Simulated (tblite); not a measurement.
# GFN2-xTB (GBe ε = 2.0, born kernel p16) run of C3H4OSi (SMILES O=CC#C[SiH3])

We compute a calculation of the kind “dissociation” of C3H4OSi. Input form: a Python script.

Program for the calculation: tblite 0.8.0.

4 further runs of the same task are left out: 2 that didn't finish, 2 set aside as unsound or not needed.

### 1 The molecule

C3H4OSi has 9 atoms, charge 0, and is taken as a singlet. As SMILES, `O=CC#C[SiH3]`. The coordinates come from a GFN2-xTB relaxation.

Bond lengths: O1–C2 1.203 Å, C2–C3 1.428 Å, C3–C4 1.210 Å, C4–Si5 1.855 Å, C2–H6 1.110 Å, Si5–H7 1.462 Å, Si5–H8 1.464 Å, Si5–H9 1.463 Å. Some angles: O1–C2–C3 125.8°, C2–C3–C4 179.6°, C3–C4–Si5 179.7°, O1–C2–H6 121.8°, C3–C2–H6 112.4°, C4–Si5–H7 107.5°, C4–Si5–H8 107.2°, C4–Si5–H9 106.6°, H7–Si5–H8 111.6°, H7–Si5–H9 112.0°.

### 2 A calculation of the kind “dissociation” at GFN2-xTB (GBe ε = 2.0, born kernel p16)

molecule.sdf reads:

```

     RDKit          3D

  9  8  0  0  0  0  0  0  0  0999 V2000
    3.2945    0.3835    0.0403 O   0  0  0  0  0  0  0  0  0  0  0  0
    2.2804    0.8478   -0.4095 C   0  0  0  0  0  0  0  0  0  0  0  0
    0.9606    0.3594   -0.1697 C   0  0  0  0  0  0  0  0  0  0  0  0
   -0.1571   -0.0603    0.0288 C   0  0  0  0  0  0  0  0  0  0  0  0
   -1.8677   -0.7069    0.3424 Si  0  0  0  0  0  4  0  0  0  0  0  0
    2.2880    1.7337   -1.0783 H   0  0  0  0  0  0  0  0  0  0  0  0
   -1.7526   -2.1368    0.6240 H   0  0  0  0  0  0  0  0  0  0  0  0
   -2.6540   -0.4563   -0.8664 H   0  0  0  0  0  0  0  0  0  0  0  0
   -2.3922    0.0359    1.4884 H   0  0  0  0  0  0  0  0  0  0  0  0
  2  1  2  0
  3  2  1  0
  4  3  3  0
  5  4  1  0
  6  2  1  0
  7  5  1  0
  8  5  1  0
  9  5  1  0
M  END
$$$$
```

xtb_job.py reads:

```python
import json
import numpy as np
from tblite.interface import Calculator
from rdkit import Chem

mol = Chem.MolFromMolFile("molecule.sdf", removeHs=False, sanitize=False)
symbols = [a.GetSymbol() for a in mol.GetAtoms()]
numbers = np.array([a.GetAtomicNum() for a in mol.GetAtoms()])
positions = mol.GetConformer().GetPositions() / 0.52917721

def run(atoms, charge, uhf):
    calc = Calculator("GFN2-xTB", numbers[atoms], positions[atoms], charge=charge, uhf=uhf)
    calc.set("verbosity", 0)
    calc.add("gbe-solvation", 2.0, "p16")
    return calc.singlepoint()

result = run(list(range(len(numbers))), 0, 0)
a, b = [1, 2, 3, 4, 5, 6, 7, 8], [0]  # atoms on either side of the bond
channels = [[0, 0, 0, 0], [1, 1, -1, 1], [-1, 1, 1, 1]]  # charge and unpaired electrons of a, then of b
print(f"whole molecule: E = {result.get('energy'):.8f} Eh")
print("fragment a:", " ".join(symbols[i] for i in a), "  fragment b:", " ".join(symbols[i] for i in b))
de = []
for qa, na, qb, nb in channels:
    ea, eb = run(a, qa, na).get("energy"), run(b, qb, nb).get("energy")
    de.append(float(ea + eb - result.get("energy")))
    print(f"a({qa:+d}, {na}) + b({qb:+d}, {nb}): E(a) = {ea:.6f}, E(b) = {eb:.6f} Eh, snapping energy {de[-1] * 2625.4996:.3f} kJ/mol")
out = {k: np.asarray(result.get(k)).tolist() for k in ("energy", "gradient", "charges", "dipole", "orbital-energies", "orbital-occupations")}
out.update(symbols=symbols, positions=(positions * 0.529177210903).tolist(), snap=de)
json.dump(out, open("results.json", "w"))
```

On the command line:

```console
python xtb_job.py
```

What values should one expect? Wanted: total energy; dipole moment; HOMO energy; LUMO energy; HOMO–LUMO gap; largest force on an atom.

Answer, from the run:

Level: GFN2-xTB (GBe ε = 2.0, born kernel p16).

| quantity | value |
| --- | --- |
| total energy | -14.16013 Eh |
| dipole moment | 4.04 D |
| HOMO energy | -11.14 eV |
| LUMO energy | -8.14 eV |
| HOMO–LUMO gap | 3.00 eV |
| largest force on an atom | 0.253 eV/Å |

What this shows: Mulliken charges run from -0.34 on O1 to +0.47 on Si5. The largest force is 0.25 eV/Å: the shape isn't a stationary point for this species at this level.
